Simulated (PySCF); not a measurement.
# Cl2Lu (Lu(Cl)2+): the cost of one run

Program: PySCF 2.14.0. Level of theory: PBE0, Lu def2-SVP with ECP28, Cl def2-SVP; scalar-relativistic core potentials, no spin–orbit coupling. These are calculated values, not measurements.

1 further run of the same task is left out (for a known fault of the program).

### 1 The starting structure

3 atoms, charge 1, spin multiplicity 1.

Bond lengths: Lu1–Cl2 2.553 Å, Lu1–Cl3 2.553 Å. Angles: Cl2–Lu1–Cl3 131.8°.

Geometry (Å):

```xyz
3
charge 1, multiplicity 1
Lu    0.0000    0.0000    0.0000
Cl    2.3301    0.0000    1.0428
Cl   -2.3301    0.0000    1.0428
```

Formal oxidation states: Lu +3.

### 2 SCF at the start, singlet

run.py (the lines that set the calculation) reads:

```python
mol = gto.M(atom='''
Lu     0.00000     0.00000     0.00000
Cl     2.33010     0.00000     1.04280
Cl    -2.33010     0.00000     1.04280''',
    basis={'Lu': 'def2-SVP', 'Cl': 'def2-SVP'},
    ecp={'Lu': 'def2-SVP'},
    charge=1, spin=0)
mf = dft.RKS(mol, xc='PBE0')
mf.grids.atom_grid = (50, 194)  # f atoms: unpruned, at least (60, 302)
mf = mf.density_fit()  # fitting sets: Lu def2-universal-JKFIT, Cl def2-universal-JKFIT
mf.conv_tol = 1e-08; mf.max_cycle = 55
mf.kernel(dm0)  # dm0: free metal ions and neutral atoms
```

On the command line:

```sh
$ OMP_NUM_THREADS=2 python run.py
```

What time and memory should one allow on 2 threads of Intel Xeon at 2.50GHz (Skylake/Cascade Lake), shared host?

About 42 s, with a peak of 0.44 GiB.
